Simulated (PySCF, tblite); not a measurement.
**C4H12GeO: geometry, infrared bands, NMR shifts, spin-spin couplings and electronic excitations**

Aim: predict the infrared bands, NMR shifts, spin-spin couplings and electronic excitations of C4H12GeO (`CC(C)(C)[O][GeH3]`).

Computed with tblite 0.8.0 and PySCF 2.14.0, with density-fitted response routines of our own, on a single molecule in the gas phase. Atoms are numbered from 0 throughout.

## 1. Starting geometry

18 atoms, charge 0, multiplicity 1; geometry from: force field or distance geometry start.

Bonds of the start (Å): C0–C1 1.54, C1–C2 1.56, C1–C3 1.54, C1–O4 1.42, O4–Ge5 1.81, C0–H6 1.12, C0–H7 1.11, C0–H8 1.11, C2–H9 1.11, C2–H10 1.10, C2–H11 1.12, C3–H12 1.12, C3–H13 1.11, C3–H14 1.10, Ge5–H15 1.54, Ge5–H16 1.56, Ge5–H17 1.55.

## 2. Relaxing the molecule with GFN2-xTB

The job: settings as JSON, then the geometry in Å.

```
{"job": {"kind": "relax", "xc": "GFN2-xTB", "basis": "xTB"}, "charge": 0, "multiplicity": 1}
C     -0.561500    -0.722200    -1.196600
C     -0.351900     0.279600    -0.042400
C     -0.550700    -0.426300     1.334200
C     -1.398600     1.399400    -0.168100
O      0.919500     0.915800    -0.105800
Ge     2.326000    -0.216500     0.011500
H     -1.635300    -1.027500    -1.251400
H     -0.284900    -0.244100    -2.158500
H      0.034200    -1.646500    -1.061000
H     -0.277800     0.257700     2.164700
H      0.036300    -1.354700     1.408500
H     -1.628800    -0.715600     1.463700
H     -2.435900     0.985000    -0.097400
H     -1.268200     2.133500     0.655500
H     -1.282800     1.933200    -1.126100
H      2.352100    -1.228100    -1.146000
H      3.635800     0.619000    -0.085500
H      2.363800    -0.935600     1.389200
```

The run is started by

```console
$ OMP_NUM_THREADS=1 python probes_run.py task.json out
```

One launch serves the whole session: the jobs run in the order shown.

**Question.** This job is followed by: GFN2-xTB harmonic vibrations, gas phase; PBE0-D3(BJ)/def2-SVP geometry optimisation, gas phase; GIAO PBE0/pcSseg-1 NMR shielding, non-relativistic, gas phase; B3LYP/pcJ-1 Ge:pcSseg-1 indirect spin-spin coupling, non-relativistic, gas phase; TDDFT wB97X-D/def2-SVPD, vertical, gas phase, core orbitals frozen in the response; GIAO wB97X-D/pcSseg-1 NMR shielding, non-relativistic, gas phase. Predict these results of the whole session: strongest single infrared mode (GFN2-xTB); zero-point energy (GFN2-xTB); point group; rotational constants (main isotopes); ¹³C shifts against TMS (PBE0/pcSseg-1, means over atoms taken as alike); ¹H shifts against TMS (PBE0/pcSseg-1, means over atoms taken as alike); ¹⁷O shifts against H2O (PBE0/pcSseg-1); ⁷³Ge shifts against GeMe4 (PBE0/pcSseg-1); largest coupling of the table (B3LYP/pcSseg-1+pcJ-1); lowest singlet (wB97X-D/def2-SVPD); brightest single state of those computed; lowest triplet; vertical ionisation energy (ΔSCF); range of the shift of O4.

The runs gave:

| quantity | value |
| --- | --- |
| strongest single infrared mode (GFN2-xTB) | 1962 cm⁻¹, 557 km/mol |
| zero-point energy (GFN2-xTB) | 91.1 kcal/mol |
| point group | C1 |
| rotational constants (main isotopes) | 4.31, 1.20, 1.20 GHz |
| ¹³C shifts against TMS (PBE0/pcSseg-1, means over atoms taken as alike) | 71.5, 32.0 ppm |
| ¹H shifts against TMS (PBE0/pcSseg-1, means over atoms taken as alike) | 4.98, 1.22 ppm |
| ¹⁷O shifts against H2O (PBE0/pcSseg-1) | 68.3 ppm |
| ⁷³Ge shifts against GeMe4 (PBE0/pcSseg-1) | -118 ppm |
| largest coupling of the table (B3LYP/pcSseg-1+pcJ-1) | ¹J(C,H) C0–H6, 132.6 Hz |
| lowest singlet (wB97X-D/def2-SVPD) | 6.90 eV (180 nm), f = 0.009 |
| brightest single state of those computed | state 9, 8.85 eV, f = 0.080 |
| lowest triplet | 6.55 eV |
| vertical ionisation energy (ΔSCF) | 9.64 eV |
| range of the shift of O4 | 62.0 to 68.3 ppm |

What this shows: All 48 modes are real, so the xTB geometry is a minimum. The strongest single mode, at 1962 cm⁻¹, moves mainly H15 and H17. GFN2-xTB is a fitted tight-binding method: band positions and strengths are rough. Its intensities can rank the bands wrongly. The most deshielded carbon is C1 (fully substituted sp3 carbon bonded to O), at 71.5 ppm: pulled downfield by the heteroatom. At PBE0/pcSseg-1: The widest tensor belongs to Ge5: span 305 ppm, with a paramagnetic part of -1308 ppm. Of the pairs tabulated at B3LYP/pcSseg-1+pcJ-1, C0–H6 (mean over like pairs) couples most strongly (132.6 Hz; Fermi contact 130.7 Hz). The lowest singlet, at 6.90 eV, is HOMO→LUMO+1 0.60, HOMO→LUMO 0.27 and is weak; of the 10 states computed, the strongest absorption comes from state 9 at 8.85 eV (the last state computed is bright too, and its partners may lie past the list). The lowest triplet lies 0.35 eV below the lowest singlet (triplets in Tamm-Dancoff, singlets in full TDDFT). In ppm, O4 moves most: its shift spreads over 6.2 ppm, from 62.0 (wB97X-D/pcSseg-1) to 68.3 (PBE0/pcSseg-1). Spin-orbit coupling is left out, which matters for shieldings and couplings at and beside the heavy atoms.
